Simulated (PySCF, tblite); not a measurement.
# C₆H₅FS₂: dynamics, then NMR shifts on frames, part 2 of 2

tblite 0.8.0 and PySCF 2.14.0. Atoms count from 0. The steps go on from the part before.

**5. NMR shieldings: 625 fs, PBE0/pcSseg-1**

What the job is given:

```
{"job": {"kind": "nmr", "xc": "PBE0", "basis": "pcSseg-1", "pop": false}, "charge": 0, "multiplicity": 1}
C     -2.335300     0.693700    -0.317200
C     -1.437800     0.066800     0.686100
S     -2.042900    -0.683900     2.017000
C     -0.030100    -0.109100     0.375000
C      0.920700    -0.720300     1.200100
C      2.190000    -0.824000     0.641500
C      2.181900    -0.305300    -0.691900
F      3.323600    -0.235300    -1.430600
S      0.697000     0.420200    -1.122700
H     -1.993700     1.716600    -0.549600
H     -2.215900     0.189500    -1.272900
H     -3.383400     0.727600     0.040400
H      0.554700    -1.039700     2.157500
H      3.136800    -1.208300     1.011200
```

Method: GIAO PBE0/pcSseg-1 NMR shielding, non-relativistic, gas phase.

The program printed:

```text
coarse grid: 13952 points
cycle   1  E = -1126.9430077254  dE =  1.548e+00  |g| = 6.151e-01  |ddm| = 4.003e+00
cycle   2  E = -1126.6669486258  dE =  2.761e-01  |g| = 1.191e+00  |ddm| = 2.117e+00
cycle   3  E = -1127.0373019220  dE = -3.704e-01  |g| = 1.507e-01  |ddm| = 1.650e+00
cycle   4  E = -1127.0417036382  dE = -4.402e-03  |g| = 7.853e-02  |ddm| = 2.542e-01
cycle   5  E = -1127.0432282940  dE = -1.525e-03  |g| = 1.947e-02  |ddm| = 1.156e-01
cycle   6  E = -1127.0433131513  dE = -8.486e-05  |g| = 6.252e-03  |ddm| = 2.774e-02
cycle   7  E = -1127.0433211350  dE = -7.984e-06  |g| = 3.507e-03  |ddm| = 1.006e-02
cycle   8  E = -1127.0433242214  dE = -3.086e-06  |g| = 9.410e-04  |ddm| = 5.123e-03
final grid: 129208 points
cycle   9  E = -1127.1085709526  dE = -2.233e-05  |g| = 1.123e-02  |ddm| = 4.052e-02
cycle  10  E = -1127.1084957173  dE =  7.524e-05  |g| = 1.976e-02  |ddm| = 3.585e-02
cycle  11  E = -1127.1086026775  dE = -1.070e-04  |g| = 1.921e-03  |ddm| = 2.725e-02
cycle  12  E = -1127.1086037239  dE = -1.046e-06  |g| = 4.311e-04  |ddm| = 3.355e-03
cycle  13  E = -1127.1086037592  dE = -3.523e-08  |g| = 2.391e-04  |ddm| = 7.583e-04
cycle  14  E = -1127.1086037740  dE = -1.481e-08  |g| = 5.513e-05  |ddm| = 3.039e-04
cycle  15  E = -1127.1086037745  dE = -5.411e-10  |g| = 3.163e-05  |ddm| = 1.026e-04
cycle  16  E = -1127.1086037748  dE = -2.765e-10  |g| = 5.239e-06  |ddm| = 3.564e-05
converged SCF energy = -1127.1086037748

GIAO shielding tensors (ppm)
atom      isotropic    diamagn.    paramagn.     s11        s22        s33       span
  0 C      147.903     249.869    -101.966    126.963    131.054    185.694     58.730
  1 C      -50.515     254.020    -304.535   -217.746    -74.184    140.385    358.132
  2 S     -371.771    1056.889   -1428.660  -1479.902   -268.862    633.451   2113.353
  3 C       42.602     265.745    -223.143    -28.436     53.007    103.234    131.670
  4 C       45.959     250.276    -204.317    -31.556      9.685    159.748    191.304
  5 C       57.697     256.373    -198.675    -13.254     47.108    139.238    152.492
  6 C      -11.763     260.490    -272.254    -92.222     14.108     42.824    135.045
  7 F      276.202     470.339    -194.137    210.798    260.560    357.249    146.451
  8 S      321.847    1057.068    -735.221    184.507    307.705    473.331    288.824
  9 H       28.276      29.082      -0.805     24.021     29.023     31.785      7.764
 10 H       28.563      29.359      -0.796     24.155     29.371     32.165      8.010
 11 H       27.812      27.610       0.202     23.324     27.905     32.207      8.882
 12 H       22.870      31.968      -9.098     17.221     24.238     27.150      9.929
 13 H       24.048      29.112      -5.065     21.183     23.494     27.466      6.283
```

It took 51 s on 1 thread of Arm Neoverse N1, shared host; peak memory 0.87 GiB.

This run: δ C1 237.4, C6 198.7, C3 144.3, C4 141.0, H12 8.85, H13 7.67 ppm.

**6. NMR shieldings: 800 fs, PBE0/pcSseg-1**

What the job is given:

```
{"job": {"kind": "nmr", "xc": "PBE0", "basis": "pcSseg-1", "pop": false}, "charge": 0, "multiplicity": 1}
C     -2.305600     0.385200    -0.321600
C     -1.338300    -0.178300     0.650300
S     -1.792900    -0.352600     2.199700
C      0.049900    -0.379200     0.410300
C      0.945600    -0.851800     1.263300
C      2.318700    -0.673000     0.819300
C      2.355400    -0.032800    -0.375500
F      3.461600     0.104000    -1.112700
S      0.770400     0.321100    -1.015100
H     -2.128600     1.501400    -0.332500
H     -2.165900    -0.050200    -1.350800
H     -3.344300     0.290400     0.077000
H      0.683000    -1.285600     2.196100
H      3.178400    -1.041900     1.340400
```

With the program's defaults for keys left out, this is: GIAO PBE0/pcSseg-1 NMR shielding, non-relativistic, gas phase.

The program printed:

```text
coarse grid: 13952 points
cycle   1  E = -1126.9506717148  dE =  1.709e+00  |g| = 5.844e-01  |ddm| = 4.038e+00
cycle   2  E = -1126.7818413033  dE =  1.688e-01  |g| = 1.011e+00  |ddm| = 1.818e+00
cycle   3  E = -1127.0324621495  dE = -2.506e-01  |g| = 1.298e-01  |ddm| = 1.367e+00
cycle   4  E = -1127.0359100014  dE = -3.448e-03  |g| = 6.483e-02  |ddm| = 2.376e-01
cycle   5  E = -1127.0368280104  dE = -9.180e-04  |g| = 2.503e-02  |ddm| = 1.173e-01
cycle   6  E = -1127.0369777247  dE = -1.497e-04  |g| = 7.352e-03  |ddm| = 3.275e-02
cycle   7  E = -1127.0369898204  dE = -1.210e-05  |g| = 2.434e-03  |ddm| = 1.118e-02
cycle   8  E = -1127.0369912234  dE = -1.403e-06  |g| = 4.748e-04  |ddm| = 3.236e-03
final grid: 129208 points
cycle   9  E = -1127.1028230981  dE = -2.092e-05  |g| = 1.095e-02  |ddm| = 4.412e-02
cycle  10  E = -1127.1027506401  dE =  7.246e-05  |g| = 1.947e-02  |ddm| = 3.781e-02
cycle  11  E = -1127.1028530316  dE = -1.024e-04  |g| = 2.157e-03  |ddm| = 2.835e-02
cycle  12  E = -1127.1028542319  dE = -1.200e-06  |g| = 5.186e-04  |ddm| = 3.457e-03
cycle  13  E = -1127.1028542959  dE = -6.397e-08  |g| = 2.066e-04  |ddm| = 8.247e-04
cycle  14  E = -1127.1028543071  dE = -1.122e-08  |g| = 3.561e-05  |ddm| = 2.464e-04
cycle  15  E = -1127.1028543074  dE = -2.819e-10  |g| = 1.425e-05  |ddm| = 7.071e-05
converged SCF energy = -1127.1028543074

GIAO shielding tensors (ppm)
atom      isotropic    diamagn.    paramagn.     s11        s22        s33       span
  0 C      143.738     248.270    -104.532    116.401    134.819    179.993     63.592
  1 C      -54.574     254.687    -309.261   -225.301    -86.823    148.402    373.703
  2 S     -485.476    1057.283   -1542.759  -1747.375   -309.288    600.234   2347.610
  3 C       51.112     264.213    -213.101    -22.117     59.979    115.475    137.592
  4 C       47.353     250.326    -202.973    -28.310     19.790    150.580    178.890
  5 C       64.283     257.485    -193.202      1.222     50.224    141.402    140.181
  6 C        0.471     259.464    -258.993    -72.902     24.744     49.572    122.474
  7 F      287.885     470.132    -182.247    223.869    259.268    380.517    156.649
  8 S      331.370    1057.163    -725.793    209.331    359.809    424.971    215.640
  9 H       27.750      27.610       0.140     24.158     27.234     31.857      7.700
 10 H       27.436      28.007      -0.571     22.778     28.495     31.034      8.256
 11 H       27.183      27.298      -0.115     23.154     27.382     31.013      7.859
 12 H       23.687      32.687      -8.999     18.583     25.422     27.057      8.474
 13 H       24.922      29.607      -4.686     22.014     25.100     27.651      5.637
```

It took 50 s on 1 thread of Arm Neoverse N1, shared host; peak memory 0.87 GiB.

This run: δ C1 241.5, C6 186.5, C4 139.6, C3 135.8, H12 8.03, H13 6.80 ppm.

**7. Nuclear shieldings: 1000 fs, PBE0/pcSseg-1**

What the job is given:

```
{"job": {"kind": "nmr", "xc": "PBE0", "basis": "pcSseg-1", "pop": false}, "charge": 0, "multiplicity": 1}
C     -2.111800     0.538500    -0.117700
C     -1.283200    -0.077500     0.945000
S     -1.949300    -0.732800     2.352100
C      0.072900    -0.147100     0.705400
C      1.091800    -0.780900     1.533200
C      2.337300    -0.873900     0.925600
C      2.368200    -0.251200    -0.298600
F      3.507300    -0.118000    -1.000200
S      0.820000     0.353500    -0.811000
H     -1.671700     1.495000    -0.403500
H     -2.359100    -0.134300    -0.967400
H     -3.108700     0.774700     0.299400
H      0.863300    -1.106400     2.575000
H      3.161700    -1.358700     1.393900
```

Level: GIAO PBE0/pcSseg-1 NMR shielding, non-relativistic, gas phase.

The program printed:

```text
coarse grid: 13952 points
cycle   1  E = -1126.9315710713  dE =  1.553e+00  |g| = 6.198e-01  |ddm| = 3.982e+00
cycle   2  E = -1126.5217103268  dE =  4.099e-01  |g| = 1.311e+00  |ddm| = 2.478e+00
cycle   3  E = -1127.0283473473  dE = -5.066e-01  |g| = 2.066e-01  |ddm| = 2.038e+00
cycle   4  E = -1127.0368383703  dE = -8.491e-03  |g| = 1.123e-01  |ddm| = 3.753e-01
cycle   5  E = -1127.0402931827  dE = -3.455e-03  |g| = 3.203e-02  |ddm| = 1.679e-01
cycle   6  E = -1127.0405431534  dE = -2.500e-04  |g| = 1.274e-02  |ddm| = 4.986e-02
cycle   7  E = -1127.0405815697  dE = -3.842e-05  |g| = 5.229e-03  |ddm| = 1.816e-02
cycle   8  E = -1127.0405885700  dE = -7.000e-06  |g| = 1.888e-03  |ddm| = 8.464e-03
final grid: 129208 points
cycle   9  E = -1127.1056041990  dE = -1.653e-05  |g| = 1.124e-02  |ddm| = 4.139e-02
cycle  10  E = -1127.1055005043  dE =  1.037e-04  |g| = 2.148e-02  |ddm| = 3.891e-02
cycle  11  E = -1127.1056374929  dE = -1.370e-04  |g| = 2.219e-03  |ddm| = 3.032e-02
cycle  12  E = -1127.1056390381  dE = -1.545e-06  |g| = 2.973e-04  |ddm| = 3.426e-03
cycle  13  E = -1127.1056390535  dE = -1.543e-08  |g| = 1.747e-04  |ddm| = 6.129e-04
cycle  14  E = -1127.1056390603  dE = -6.794e-09  |g| = 5.647e-05  |ddm| = 2.363e-04
cycle  15  E = -1127.1056390610  dE = -6.889e-10  |g| = 2.633e-05  |ddm| = 7.721e-05
converged SCF energy = -1127.1056390610

GIAO shielding tensors (ppm)
atom      isotropic    diamagn.    paramagn.     s11        s22        s33       span
  0 C      149.184     246.964     -97.780    122.386    138.787    186.380     63.994
  1 C      -47.960     254.557    -302.517   -208.096    -80.916    145.133    353.229
  2 S     -420.777    1056.019   -1476.796  -1583.616   -265.778    587.062   2170.678
  3 C       38.140     263.964    -225.824    -37.001     54.857     96.565    133.566
  4 C       30.157     251.067    -220.910    -58.187      6.036    142.621    200.808
  5 C       64.931     257.492    -192.561      3.682     41.527    149.582    145.900
  6 C       -6.443     258.996    -265.440    -79.773     14.814     45.629    125.402
  7 F      275.170     470.355    -195.185    214.562    244.804    366.145    151.583
  8 S      308.364    1056.866    -748.502    182.059    312.541    430.493    248.434
  9 H       28.586      29.302      -0.716     23.680     30.077     32.002      8.322
 10 H       28.102      28.012       0.090     23.971     27.619     32.716      8.745
 11 H       28.174      27.364       0.810     23.813     28.244     32.465      8.652
 12 H       22.341      30.477      -8.136     17.566     23.389     26.070      8.504
 13 H       24.830      29.430      -4.599     21.786     25.563     27.142      5.355
```

Wall time 50 s (1 thread of Arm Neoverse N1, shared host); peak memory 0.87 GiB.

This run: δ C1 234.9, C6 193.4, C4 156.8, C3 148.8, H12 9.38, H13 6.89 ppm.

**8. Comparing the runs: NMR shifts**

Shifts (ppm) of some atoms, chosen among heavy atoms and hydrogens apart, with basis size and wall time:

```csv
frame,C3,C4,H12,H11,S2,S8,F7,functions,time
250 fs,148.0,135.6,7.76,3.22,971,193,-125.5,192,50 s
425 fs,157.4,152.1,8.49,3.74,803,185,-116.1,192,49 s
625 fs,144.3,141.0,8.85,3.90,876,182,-105.3,192,51 s
800 fs,135.8,139.6,8.03,4.53,989,172,-116.9,192,50 s
1000 fs,148.8,156.8,9.38,3.54,925,195,-104.2,192,50 s
```

**9. Outcome**

This closing draws on all 2 parts.

| quantity | value |
| --- | --- |
| thermostat | 300 K |
| mean temperature, second half | 257 K |
| mean potential energy above the minimum | 0.38 eV |
| ¹³C shifts against TMS (PBE0/pcSseg-1, 250 fs) | 246.6, 180.7, 148.0, 135.6, 120.5, 45.3 ppm |
| ¹H shifts against TMS (PBE0/pcSseg-1, 250 fs) | 7.76, 7.27, 3.52, 3.40, 3.22 ppm |
| ³³S shifts against CS2 (PBE0/pcSseg-1, 250 fs) | 971, 193 ppm |
| ¹⁹F shifts against CFCl3 (PBE0/pcSseg-1, 250 fs) | -125.5 ppm |
| range of the shift of S2 | 803 to 989 ppm |

What this shows: In the second half the potential energy averages 0.38 eV above the minimum; equipartition over 36 harmonic modes at 300 K would give 0.47 eV. With 14 atoms the temperature swings widely (132 to 356 K). Shifts at one fixed geometry are not the observed spectrum, which averages over the motion. In the first frame run (250 fs): The largest span, 2313 ppm, is at S2, where the paramagnetic term is -1523 ppm. NICS(1)zz of -18 ppm above the planar ring from C3 marks a diatropic (aromatic) ring current. In ppm, S2 moves most: its shift spreads over 186 ppm, from 803 (425 fs) to 989 (800 fs).
